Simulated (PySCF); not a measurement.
# CH₆BNP radical: electronic structure in real space

For CH₆BNP radical, the scripts below analyse its density (charges, bond critical points, surface potential), see where an electron leaves and enters and measure its response to a uniform field.

Computed with PySCF 2.14.0. Level: levels as typed in each script, gas phase, geometry from GFN2-xTB.

### Step 1. Starting geometry

SMILES `CNB[PH]`, 10 atoms, charge 0, spin multiplicity 2.

Bond lengths: C1–N2 1.443 Å, C1–H5 1.087 Å, C1–H6 1.094 Å, C1–H7 1.093 Å, N2–B3 1.385 Å, N2–H8 1.012 Å, B3–P4 1.893 Å, B3–H9 1.172 Å, P4–H10 1.398 Å. Angles: N2–C1–H5 109.3°, N2–C1–H6 110.8°, N2–C1–H7 110.8°, H5–C1–H6 108.8°, H5–C1–H7 108.9°, H6–C1–H7 108.3°, C1–N2–B3 127.5°, C1–N2–H8 112.0°, B3–N2–H8 120.5°, N2–B3–P4 120.4°, N2–B3–H9 119.4°, P4–B3–H9 120.2°, B3–P4–H10 96.3°.

As a file:

```xyz
10
charge 0, multiplicity 2
C     2.37638    0.00319   -0.00001
N     0.96492   -0.29775    0.00005
B    -0.08858    0.60108    0.00052
P    -1.87781   -0.01788   -0.00023
H     2.51365    1.08192   -0.00098
H     2.86211   -0.41538   -0.88684
H     2.86258   -0.41405    0.88592
H     0.78956   -1.29463    0.00064
H     0.13713    1.75101    0.00041
H    -1.56766   -1.38096    0.00138
```

### Step 2. Density, bond paths and surface potential (PBE/6-311+g**)

The input, input.py:

```python
import numpy as np
from pyscf import gto, scf, dft
from pyscf.scf import atom_ks, atom_hf
from scipy.linalg import block_diag

def solve(mol, dm0=None, hcore=None):
    mf = (dft.UKS if mol.spin else dft.RKS)(mol, xc='pbe')
    mf.grids.level = 3
    mf = mf.density_fit(auxbasis='def2-universal-jkfit')
    mf.conv_tol, mf.max_cycle = 1e-8, 80
    if hcore is not None:
        mf.get_hcore = lambda *args: hcore
    mf.kernel(dm0)
    if not mf.converged:
        mf = mf.newton().run(mf.mo_coeff, mf.mo_occ, max_cycle=30)
    assert mf.converged, 'SCF not converged'
    return mf

mol = gto.M(atom='''
C      2.37638     0.00319    -0.00001
N      0.96492    -0.29775     0.00005
B     -0.08858     0.60108     0.00052
P     -1.87781    -0.01788    -0.00023
H      2.51365     1.08192    -0.00098
H      2.86211    -0.41538    -0.88684
H      2.86258    -0.41405     0.88592
H      0.78956    -1.29463     0.00064
H      0.13713     1.75101     0.00041
H     -1.56766    -1.38096     0.00138
''', basis='6-311+g**', charge=0, spin=1, verbose=4)
mf = solve(mol)
mf.analyze()
# spherically averaged free atoms, for the promolecule
atm = atom_ks.get_atm_nrks(mol, xc='pbe')
pro = block_diag(*[(atm[a[0]][2] * atm[a[0]][3]) @ atm[a[0]][2].T for a in mol._atom])
np.savez('result.npz', e=mf.e_tot, c=mf.mo_coeff, occ=mf.mo_occ, eps=mf.mo_energy, pro=pro, dip=mf.dip_moment(verbose=0), s2=mf.spin_square()[0])
```

On the command line:

```bash
$ OMP_NUM_THREADS=1 python input.py
```

### Step 4. Removing and adding an electron (BLYP/def2-svpd)

The input, input.py:

```python
import numpy as np
from pyscf import gto, scf, dft
from pyscf.scf import atom_ks, atom_hf
from scipy.linalg import block_diag

def solve(mol, dm0=None, hcore=None):
    mf = (dft.UKS if mol.spin else dft.RKS)(mol, xc='blyp')
    mf.grids.level = 3
    mf = mf.density_fit(auxbasis='def2-universal-jkfit')
    mf.conv_tol, mf.max_cycle = 1e-8, 80
    if hcore is not None:
        mf.get_hcore = lambda *args: hcore
    mf.kernel(dm0)
    if not mf.converged:
        mf = mf.newton().run(mf.mo_coeff, mf.mo_occ, max_cycle=30)
    assert mf.converged, 'SCF not converged'
    return mf

mol = gto.M(atom='''
C      2.37638     0.00319    -0.00001
N      0.96492    -0.29775     0.00005
B     -0.08858     0.60108     0.00052
P     -1.87781    -0.01788    -0.00023
H      2.51365     1.08192    -0.00098
H      2.86211    -0.41538    -0.88684
H      2.86258    -0.41405     0.88592
H      0.78956    -1.29463     0.00064
H      0.13713     1.75101     0.00041
H     -1.56766    -1.38096     0.00138
''', basis='def2-svpd', charge=0, spin=1, verbose=4)
mf = solve(mol)
out = dict(e0=mf.e_tot, dm0=mf.make_rdm1(), c=mf.mo_coeff, occ=mf.mo_occ, eps=mf.mo_energy)
for name, dq, spin in [('cation', 1, 0), ('anion', -1, 0)]:
    ion = mol.copy().set(charge=mol.charge + dq, spin=spin).build()
    mi = solve(ion)
    if spin and dq > 0 and mol.nao < 130:
        c, _, stable, _ = mi.stability(return_status=True)
        if not stable:
            mi = solve(ion, mi.make_rdm1(c, mi.mo_occ))
    print(name, 'vertical energy change / eV', (mi.e_tot - mf.e_tot) * 27.211386)
    out.update({'e_' + name: mi.e_tot, 'dm_' + name: mi.make_rdm1(), 's2_' + name: mi.spin_square()[0], 'eps_' + name: mi.mo_energy, 'occ_' + name: mi.mo_occ})
# spherically averaged free atoms, for the promolecule
atm = atom_ks.get_atm_nrks(mol, xc='blyp')
pro = block_diag(*[(atm[a[0]][2] * atm[a[0]][3]) @ atm[a[0]][2].T for a in mol._atom])
np.savez('result.npz', pro=pro, **out)
```

### Step 6. Response to an electric field (wB97X/6-31+g*)

The input, input.py:

```python
import numpy as np
from pyscf import gto, scf, dft
from pyscf.scf import atom_ks, atom_hf
from scipy.linalg import block_diag

def solve(mol, dm0=None, hcore=None):
    mf = (dft.UKS if mol.spin else dft.RKS)(mol, xc='wb97x')
    mf.grids.level = 3
    mf = mf.density_fit(auxbasis='def2-universal-jkfit')
    mf.conv_tol, mf.max_cycle = 1e-8, 80
    if hcore is not None:
        mf.get_hcore = lambda *args: hcore
    mf.kernel(dm0)
    if not mf.converged:
        mf = mf.newton().run(mf.mo_coeff, mf.mo_occ, max_cycle=30)
    assert mf.converged, 'SCF not converged'
    return mf

mol = gto.M(atom='''
C      2.37638     0.00319    -0.00001
N      0.96492    -0.29775     0.00005
B     -0.08858     0.60108     0.00052
P     -1.87781    -0.01788    -0.00023
H      2.51365     1.08192    -0.00098
H      2.86211    -0.41538    -0.88684
H      2.86258    -0.41405     0.88592
H      0.78956    -1.29463     0.00064
H      0.13713     1.75101     0.00041
H     -1.56766    -1.38096     0.00138
''', basis='6-31+g*', charge=0, spin=1, verbose=4)
field = np.array([-0.0, -0.01, -0.0])  # atomic units
mol.set_common_orig(mol.atom_charges() @ mol.atom_coords() / mol.atom_charges().sum())
mf = solve(mol)
out = dict(dm0=mf.make_rdm1(), d0=mf.dip_moment(unit='AU'), e0=mf.e_tot)
for name, sign in (('p', 1), ('m', -1)):
    h = mf.get_hcore() + sign * np.einsum('x,xij->ij', field, mol.intor('int1e_r'))
    mi = solve(mol, mf.make_rdm1(), h)
    out.update({'dm' + name: mi.make_rdm1(), 'd' + name: mi.dip_moment(unit='AU'), 'e' + name: mi.e_tot})
# spherically averaged free atoms, for the promolecule
atm = atom_ks.get_atm_nrks(mol, xc='wb97x')
pro = block_diag(*[(atm[a[0]][2] * atm[a[0]][3]) @ atm[a[0]][2].T for a in mol._atom])
np.savez('result.npz', pro=pro, **out)
```

(Steps that only read results are left out.)

**Question.** What will these runs give? Wanted: dipole moment; HOMO, LUMO; vertical ionisation energy; vertical electron affinity; polarisability along the field.

The runs gave:

```
                                      quantity            value
                 dipole moment (PBE/6-311+g**)           3.58 D
                    HOMO, LUMO (PBE/6-311+g**)  -5.43, -4.10 eV
   vertical ionisation energy (BLYP/def2-svpd)          8.24 eV
   vertical electron affinity (BLYP/def2-svpd)          1.10 eV
polarisability along the field (wB97X/6-31+g*)       53.5 bohr³
```

At PBE/6-311+g**: The highest Hirshfeld charge is on H8 (+0.12 e), the lowest on N2 (−0.13 e). The ionisation energy from two SCF runs, 8.24 eV, lies 3.1 eV above −ε(HOMO) = 5.15 eV of the same level, BLYP/def2-svpd, since self-interaction lifts this functional's HOMO. The geometry was not optimised at these levels.
